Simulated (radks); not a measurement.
# Kr⁺ with its nuclear charge varied continuously

What is the energy between the elements? 35 electrons are held in [Ar] 3d10 4s2 4p5 while Z is changed in small steps.

Method: scalar-relativistic Kohn-Sham, PBE, spin-polarised, spherical densities, finite nucleus; open shells are filled with parallel spins first. Code: radks (a radial shooting solver on a logarithmic mesh, Libxc functionals) version 1.

## Step 1: The system

| Property | Result |
| --- | --- |
| element | krypton (Z = 36) |
| charge | +1 |
| electrons | 35 |
| configuration | [Ar] 3d10 4s2 4p5 |
| nuclear rms radius | 4.1884 fm |

Outer shells as boxes (Hund's rule):

Kr⁺
```
[Ar] core
3d [↑↓][↑↓][↑↓][↑↓][↑↓]
4s [↑↓]
4p [↑↓][↑↓][↑ ]
```

In the logs a row gives level, spin channel, occupation and eigenvalue; Etot, Ekin, Encl (electron-nucleus), Eh (Hartree) and Exc are energies, all in hartree; err is the last residual, it the number of iterations.

## Step 2: Z = 36

Input:

```text
Z 36
configuration [Ar] 3d10 4s2 4p5
relativity scalar-relativistic
functional pbe,pbe
spin polarised
nucleus finite rms 4.1884 fm
c 137.035999084
```

What it wrote:

```text
1s      1   1.0000        -520.75484334
2s      1   1.0000         -68.95758970
2p      1   3.0000         -61.02162124
3s      1   1.0000         -10.13918288
3p      1   3.0000          -7.61191289
3d      1   5.0000          -3.43021075
4s      1   1.0000          -1.26410496
4p      1   3.0000          -0.73327810
1s      2   1.0000        -520.75202479
2s      2   1.0000         -68.95601778
2p      2   3.0000         -61.01893395
3s      2   1.0000         -10.13565739
3p      2   3.0000          -7.60795556
3d      2   5.0000          -3.42537408
4s      2   1.0000          -1.23110512
4p      2   2.0000          -0.70117874
Etot -2789.7243553272847
Ekin 2853.5314525753174
Encl -6714.025211751984
Eh 1166.887013385171
Exc -96.11760953578892
err 7.0102080030714305e-09
it 15
```

4p down is the highest filled level (-19.080 eV).

Radial moments (bohr):

| level | occupation | energy (eV) | <r> | outermost maximum (interpolated) | 90 % within | nodes |
| --- | --- | --- | --- | --- | --- | --- |
| 3p up | 3 | -207.13 | 0.5405 | 0.463 | 0.824 | 1 |
| 3p down | 3 | -207.02 | 0.5404 | 0.463 | 0.824 | 1 |
| 3d up | 5 | -93.341 | 0.5557 | 0.411 | 0.910 | 0 |
| 3d down | 5 | -93.209 | 0.5551 | 0.411 | 0.909 | 0 |
| 4s up | 1 | -34.398 | 1.537 | 1.33 | 2.27 | 3 |
| 4s down | 1 | -33.500 | 1.538 | 1.33 | 2.27 | 3 |
| 4p up | 3 | -19.954 | 1.823 | 1.52 | 2.75 | 2 |
| 4p down | 2 | -19.080 | 1.835 | 1.52 | 2.78 | 2 |

The radial density on a logarithmic grid:

| r (bohr) | 4πr²ρ (e/bohr) |
| --- | --- |
| 0.00139 | 0.8958 |
| 0.00208 | 1.845 |
| 0.00310 | 3.708 |
| 0.00463 | 7.188 |
| 0.00691 | 13.20 |
| 0.0103 | 22.38 |
| 0.0154 | 33.74 |
| 0.0229 | 42.97 |
| 0.0342 | 43.97 |
| 0.0510 | 38.06 |
| 0.0761 | 39.81 |
| 0.113 | 51.89 |
| 0.168 | 47.50 |
| 0.251 | 30.55 |
| 0.374 | 35.55 |
| 0.558 | 30.76 |
| 0.832 | 11.43 |
| 1.24 | 5.819 |
| 1.85 | 3.964 |
| 2.76 | 1.036 |
| 4.12 | 0.08113 |

## Step 3: Z = 35

Input: that of step 2 with these lines changed.

```diff
@@ -1,2 +1,2 @@
-Z 36
+Z 35
 configuration [Ar] 3d10 4s2 4p5
```

What it wrote:

```text
1s      1   1.0000        -489.42331262
2s      1   1.0000         -63.68884187
2p      1   3.0000         -56.17342665
3s      1   1.0000          -8.74925738
3p      1   3.0000          -6.37619397
3d      1   5.0000          -2.45276252
4s      1   1.0000          -0.75311642
4p      1   3.0000          -0.30150254
1s      2   1.0000        -489.42115859
2s      2   1.0000         -63.68768390
2p      2   3.0000         -56.17139611
3s      2   1.0000          -8.74651177
3p      2   3.0000          -6.37311173
3d      2   5.0000          -2.44879405
4s      2   1.0000          -0.72427670
4p      2   2.0000          -0.27387316
Etot -2606.3989031310625
Ekin 2662.7442862677444
Encl -6284.784173783497
Eh 1107.7376964272719
Exc -92.09671204258164
err 4.09862176295105e-09
it 14
```

E − E(step 2, Z = 36) = +4988.5 eV. Highest occupied level: 4p down at -7.452 eV.

## Step 4: Z = 35.25

Input: that of step 3 with these lines changed.

```diff
@@ -1,2 +1,2 @@
-Z 35
+Z 35.25
 configuration [Ar] 3d10 4s2 4p5
```

What it wrote:

```text
1s      1   1.0000        -497.14924344
2s      1   1.0000         -64.97552902
2p      1   3.0000         -57.35672069
3s      1   1.0000          -9.08083256
3p      1   3.0000          -6.66973224
3d      1   5.0000          -2.68209548
4s      1   1.0000          -0.87121522
4p      1   3.0000          -0.40000090
1s      2   1.0000        -497.14692747
2s      2   1.0000         -64.97426976
2p      2   3.0000         -57.35452946
3s      2   1.0000          -9.07789320
3p      2   3.0000          -6.66643327
3d      2   5.0000          -2.67790997
4s      2   1.0000          -0.84131453
4p      2   2.0000          -0.37120296
Etot -2651.577214466378
Ekin 2709.7211446040506
Encl -6390.854683468145
Eh 1122.6615086803922
Exc -93.10518428267603
err 5.063394255365877e-09
it 15
```

Energy against step 2 (Z = 36): +3759.2 eV. The top filled level is 4p down, -10.101 eV.

## Step 5: Z = 35.5

Input: that of step 4 with these lines changed.

```diff
@@ -1,2 +1,2 @@
-Z 35.25
+Z 35.5
 configuration [Ar] 3d10 4s2 4p5
```

What it wrote:

```text
1s      1   1.0000        -504.94667630
2s      1   1.0000         -66.28280741
2p      1   3.0000         -58.55945295
3s      1   1.0000          -9.42329437
3p      1   3.0000          -6.97381506
3d      1   5.0000          -2.92172975
4s      1   1.0000          -0.99598710
4p      1   3.0000          -0.50501668
1s      2   1.0000        -504.94419526
2s      2   1.0000         -66.28144519
2p      2   3.0000         -58.55709834
3s      2   1.0000          -9.42016004
3p      2   3.0000          -6.97029751
3d      2   5.0000          -2.91732670
4s      2   1.0000          -0.96503781
4p      2   2.0000          -0.47508675
Etot -2697.191053465447
Ekin 2757.1776419895195
Encl -6497.742675240897
Eh 1137.4852199505594
Exc -94.11124016462857
err 6.624846827919276e-09
it 15
```

E − E(step 2, Z = 36) = +2518.0 eV. Highest occupied level: 4p down at -12.928 eV.

## Step 6: Z = 35.75

Input: that of step 5 with these lines changed.

```diff
@@ -1,2 +1,2 @@
-Z 35.5
+Z 35.75
 configuration [Ar] 3d10 4s2 4p5
```

What it wrote:

```text
1s      1   1.0000        -512.81528598
2s      1   1.0000         -67.61026579
2p      1   3.0000         -59.78119658
3s      1   1.0000          -9.77619448
3p      1   3.0000          -7.28799249
3d      1   5.0000          -3.17121790
4s      1   1.0000          -1.12704782
4p      1   3.0000          -0.61619948
1s      2   1.0000        -512.81263729
2s      2   1.0000         -67.60879926
2p      2   3.0000         -59.77867649
3s      2   1.0000          -9.77286462
3p      2   3.0000          -7.28425531
3d      2   5.0000          -3.16659764
4s      2   1.0000          -1.09506522
4p      2   2.0000          -0.58517029
Etot -2743.240156600767
Ekin 2805.1142241412354
Encl -6605.462411112871
Eh 1152.223308638696
Exc -95.1152782678268
err 7.096732399312818e-09
it 15
```

E − E(step 2, Z = 36) = +1264.9 eV. 4p down is the highest filled level (-15.923 eV).

## Step 7: Z = 36.25

Input: that of step 6 with these lines changed.

```diff
@@ -1,2 +1,2 @@
-Z 35.75
+Z 36.25
 configuration [Ar] 3d10 4s2 4p5
```

What it wrote:

```text
1s      1   1.0000        -528.76518593
2s      1   1.0000         -70.32453185
2p      1   3.0000         -62.28046342
3s      1   1.0000         -10.51197806
3p      1   3.0000          -7.94529302
3d      1   5.0000          -3.69842740
4s      1   1.0000          -1.40692843
4p      1   3.0000          -0.85603583
1s      2   1.0000        -528.76219556
2s      2   1.0000         -70.32285365
2p      2   3.0000         -62.27760749
3s      2   1.0000         -10.50825712
3p      2   3.0000          -7.94111536
3d      2   5.0000          -3.69337537
4s      2   1.0000          -1.37292723
4p      2   2.0000          -0.82289221
Etot -2836.6435566339082
Ekin 2902.4299815081918
Encl -6823.440390279963
Eh 1181.4853363240131
Exc -97.1184841861502
err 6.616662456132989e-09
it 15
```

Energy against step 2 (Z = 36): -1276.7 eV. 4p down is the highest filled level (-22.392 eV).

## Step 8: Z = 36.5

Input: that of step 7 with these lines changed.

```diff
@@ -1,2 +1,2 @@
-Z 36.25
+Z 36.5
 configuration [Ar] 3d10 4s2 4p5
```

What it wrote:

```text
1s      1   1.0000        -536.84619986
2s      1   1.0000         -71.71089378
2p      1   3.0000         -63.55750812
3s      1   1.0000         -10.89434848
3p      1   3.0000          -8.28789951
3d      1   5.0000          -3.97563659
4s      1   1.0000          -1.55533252
4p      1   3.0000          -0.98429529
1s      2   1.0000        -536.84303594
2s      2   1.0000         -71.70910855
2p      2   3.0000         -63.55448232
3s      2   1.0000         -10.89043247
3p      2   3.0000          -8.28350158
3d      2   5.0000          -3.97037037
4s      2   1.0000          -1.52034518
4p      2   2.0000          -0.95013053
Etot -2883.9977293048014
Ekin 2951.8105419010617
Encl -6933.715824425441
Eh 1196.0256616638817
Exc -98.11810844430397
err 5.9762957203327074e-09
it 15
```

E − E(step 2, Z = 36) = -2565.3 eV. Highest occupied level: 4p down at -25.854 eV.

## Step 9: Z = 36.75

Input: that of step 8 with these lines changed.

```diff
@@ -1,2 +1,2 @@
-Z 36.5
+Z 36.75
 configuration [Ar] 3d10 4s2 4p5
```

What it wrote:

```text
1s      1   1.0000        -544.99780793
2s      1   1.0000         -73.11651384
2p      1   3.0000         -64.85257682
3s      1   1.0000         -11.28610041
3p      1   3.0000          -8.63953668
3d      1   5.0000          -4.26164449
4s      1   1.0000          -1.70916437
4p      1   3.0000          -1.11790858
1s      2   1.0000        -544.99446886
2s      2   1.0000         -73.11462093
2p      2   3.0000         -64.84938010
3s      2   1.0000         -11.28198987
3p      2   3.0000          -8.63491873
3d      2   5.0000          -4.25616534
4s      2   1.0000          -1.67320528
4p      2   2.0000          -1.08274342
Etot -2931.7868938005863
Ekin 3001.673929867142
Encl -7044.858328819523
Eh 1210.514160704327
Exc -99.11665555253201
err 5.307977155483642e-09
it 15
```

Energy against step 2 (Z = 36): -3865.7 eV. 4p down is the highest filled level (-29.463 eV).

## Step 10: Z = 37

Input: that of step 9 with these lines changed.

```diff
@@ -1,2 +1,2 @@
-Z 36.75
+Z 37
 configuration [Ar] 3d10 4s2 4p5
```

What it wrote:

```text
1s      1   1.0000        -553.21996145
2s      1   1.0000         -74.54125887
2p      1   3.0000         -66.16551922
3s      1   1.0000         -11.68706953
3p      1   3.0000          -9.00003811
3d      1   5.0000          -4.55628626
4s      1   1.0000          -1.86829614
4p      1   3.0000          -1.25675051
1s      2   1.0000        -553.21644575
2s      2   1.0000         -74.53925775
2p      2   3.0000         -66.16215067
3s      2   1.0000         -11.68276506
3p      2   3.0000          -8.99520053
3d      2   5.0000          -4.55059548
4s      2   1.0000          -1.83137878
4p      2   2.0000          -1.22060363
Etot -2980.01111458697
Ekin 3052.0209981145917
Encl -7156.873908904049
Eh 1224.9560695381447
Exc -100.1142733356574
err 4.77155776307897e-09
it 15
```

E − E(step 2, Z = 36) = -5178.0 eV. The top filled level is 4p down, -33.214 eV.

## Step 11: Summary of results

| Z | E (hartree) | E(electron-nucleus)/Z (hartree) | highest level | its energy (eV) | <r> (bohr) |
| --- | --- | --- | --- | --- | --- |
| 35 | -2606.39890 | -179.565 | 4p down | -7.452 | 2.119 |
| 35.25 | -2651.57721 | -181.301 | 4p down | -10.101 | 2.035 |
| 35.5 | -2697.19105 | -183.035 | 4p down | -12.928 | 1.961 |
| 35.75 | -2743.24016 | -184.768 | 4p down | -15.923 | 1.895 |
| 36 | -2789.72436 | -186.501 | 4p down | -19.080 | 1.835 |
| 36.25 | -2836.64356 | -188.233 | 4p down | -22.392 | 1.780 |
| 36.5 | -2883.99773 | -189.965 | 4p down | -25.854 | 1.730 |
| 36.75 | -2931.78689 | -191.697 | 4p down | -29.463 | 1.684 |
| 37 | -2980.01111 | -193.429 | 4p down | -33.214 | 1.641 |

**Reading.** At Z = 36 the central difference of E is -186.807 hartree, against -186.501 from the Hellmann-Feynman theorem; the scalar-relativistic energy here is not variational, so the two differ by a part that grows with Z. The top level goes from -7.452 eV at Z = 35 to -33.214 eV at Z = 37.
